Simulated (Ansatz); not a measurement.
# LiPb (R-3m): equation of state with a fit, by script

Aim: an equation of state with a fit, for LiPb (R-3m), run from a script.

Computed with Ansatz 0.2.0 through its Python package. Level of theory: DFT PBEsol, plane waves, PAW.

## Step 1: The structure

Symmetry: R-3m, No. 166, trigonal system. Conventional cell: a = 4.987 Å, b = 4.987 Å, c = 6.188 Å, α = 90.00°, β = 90.00°, γ = 120.00°. Li (site symmetry -3m) is surrounded by 8 Pb at 3.06 to 3.09 Å. Pb (site symmetry -3m) is surrounded by 8 Li at 3.06 to 3.09 Å.

The script holds or builds the structure itself.

## Step 2: The script

Contents of eos_lipb.py:

```python
# -*- coding: utf-8 -*-
'''Bulk modulus of LiPb from an E(V) curve.'''

import ansatz as az
from ase.eos import EquationOfState
from ase.units import GPa
import numpy as np

VECTORS = np.array([
    [2.4935, 1.439623, 2.062667],
    [-2.4935, 1.439623, 2.062667],
    [0.0, -2.879246, 2.062667],
])
SITES = [
    ('Li', (0.5, 0.5, 0.5)),
    ('Pb', (0.0, 0.0, 0.0)),
]


def on_lattice(cell):
    crystal = az.Crystal(lattice=az.Lattice.of(cell))
    for symbol, position in SITES:
        crystal = crystal.atom(symbol, position)
    return crystal

# uniform scaling of the cell
volumes, energies, pressures = [], [], []
for scale in np.linspace(0.92, 1.08, 7):
    cell = VECTORS * scale ** (1 / 3)
    model = (
        on_lattice(cell).calculation()
        .functional('pbesol')
        .basis(420)
        .occupations(az.OccupationsMethod.FERMI_DIRAC, width=0.1)
        .kpoints(7, 7, 7)
        .stress()
    )
    report = model.run(threads=1).report
    volumes.append(abs(np.linalg.det(cell)) / len(SITES))
    energies.append(report['free_energy_ev'] / len(SITES))
    pressures.append(np.trace(report['stress_gpa']) / 3)
    print(f'V = {volumes[-1]:8.4f} A^3/atom  F = {energies[-1]:.5f} eV/atom  P = {pressures[-1]:8.3f} GPa')

eos = EquationOfState(volumes, energies, eos='sj')
v0, e0, bulk = eos.fit()
print(f'V0 = {v0:.4f} A^3/atom, E0 = {e0:.5f} eV/atom, B = {bulk / GPa:.1f} GPa')
eos.plot('eos.png')
```

## Step 3: What the engine is handed

The engine receives this input (first run):

```yaml
crystal:
  lattice:
    - [2.4251502381767174, 1.4001612437676683, 2.006126876410369]
    - [-2.4251502381767174, 1.4001612437676683, 2.006126876410369]
    - [0.0, -2.8003224875353365, 2.006126876410369]
  atoms:
    - { symbol: Li, position: [0.5, 0.5, 0.5] }
    - { symbol: Pb, position: [0.0, 0.0, 0.0] }
basis:
  ecutwfc: 420.0
kpoints:
  mp_grid:
    grid: [7, 7, 7]
hamiltonian:
  xc: pbesol
scf:
  occupations:
    method: fermi_dirac
    width: 0.1
output:
  stress: true
```

## Step 4: Running it

Launch:

```bash
> python eos_lipb.py
```

Output:

```text
V =  20.4360 A^3/atom  F = -5979.27587 eV/atom  P =    2.483 GPa
V =  21.0284 A^3/atom  F = -5979.28264 eV/atom  P =    1.207 GPa
V =  21.6207 A^3/atom  F = -5979.28501 eV/atom  P =    0.107 GPa
V =  22.2131 A^3/atom  F = -5979.28361 eV/atom  P =   -0.841 GPa
V =  22.8054 A^3/atom  F = -5979.27895 eV/atom  P =   -1.659 GPa
V =  23.3978 A^3/atom  F = -5979.27147 eV/atom  P =   -2.365 GPa
V =  23.9901 A^3/atom  F = -5979.26158 eV/atom  P =   -2.975 GPa
V0 = 21.6836 A^3/atom, E0 = -5979.28504 eV/atom, B = 36.8 GPa
```

It took 11 s on 1 thread of Arm Neoverse V1, shared host; peak memory 0.38 GiB.

## Step 5: Inputs of later runs

The engine's inputs for some of the other runs:

Run 2, against run 1:

```diff
@@ -3,3 +3,3 @@
-    - [2.4251502381767174, 1.4001612437676683, 2.006126876410369]
-    - [-2.4251502381767174, 1.4001612437676683, 2.006126876410369]
-    - [0.0, -2.8003224875353365, 2.006126876410369]
+    - [2.4483588276704777, 1.4135607301253084, 2.025325429314049]
+    - [-2.4483588276704777, 1.4135607301253084, 2.025325429314049]
+    - [0.0, -2.8271214602506167, 2.025325429314049]
```

Run 6, against run 1:

```diff
@@ -3,3 +3,3 @@
-    - [2.4251502381767174, 1.4001612437676683, 2.006126876410369]
-    - [-2.4251502381767174, 1.4001612437676683, 2.006126876410369]
-    - [0.0, -2.8003224875353365, 2.006126876410369]
+    - [2.537063370900406, 1.4647743257291979, 2.098703385628645]
+    - [-2.537063370900406, 1.4647743257291979, 2.098703385628645]
+    - [0.0, -2.9295486514583957, 2.098703385628645]
```

Run 7, against run 1:

```diff
@@ -3,3 +3,3 @@
-    - [2.4251502381767174, 1.4001612437676683, 2.006126876410369]
-    - [-2.4251502381767174, 1.4001612437676683, 2.006126876410369]
-    - [0.0, -2.8003224875353365, 2.006126876410369]
+    - [2.5582950138230065, 1.477032421369528, 2.116266573602269]
+    - [-2.5582950138230065, 1.477032421369528, 2.116266573602269]
+    - [0.0, -2.954064842739056, 2.116266573602269]
```

Lines on the test bed's own set-up are left out of the output.

A comment line of the script is reworded here; the code is as run.

## Step 6: The engine's runs

One row for each of the 7 runs:

```
run  volume (Å³/atom)  energy from run 3 (meV/atom)  pressure (GPa)  SCF cycles  CPU time (s)
  1            20.436                          9.14            2.48           6           1.3
  2            21.028                          2.38            1.21           6           1.2
  3            21.621                          0.00            0.11           6           1.2
  4            22.213                          1.40           -0.84           6           1.2
  5            22.805                          6.06           -1.66           6           1.2
  6            23.398                         13.54           -2.37           6           1.5
  7            23.990                         23.43           -2.97           7           1.6
```

Energies are free energies F = E - TS of the smeared occupations. 

## Step 7: What came out

```
                      quantity           value
                 runs compared               7
               range of energy  23.43 meV/atom
lowest point, volume (Å³/atom)          21.621
      equilibrium volume (fit)   21.68 Å³/atom
            bulk modulus (fit)          37 GPa
```

What this shows: A third-order Birch-Murnaghan fit through the 7 points (the script's own form differs a little) has its minimum at 21.68 Å³ an atom, 2.4 % below the typed cell, with a bulk modulus of 37 GPa and dB/dP = 4.4. From that minimum the energy rises by 9.2 meV an atom on the compressed side and 23.5 meV on the expanded side. Shape and fractional positions are held along the curve, so the bulk modulus is an upper value where they are free to relax. For a metal this k-point mesh is coarse: on a finer one energies can move by several to tens of meV an atom and pressures by half a GPa or more, differences at one mesh by less. Pressure is positive in compression. Spin-orbit coupling, which matters for elements this heavy, is left out.
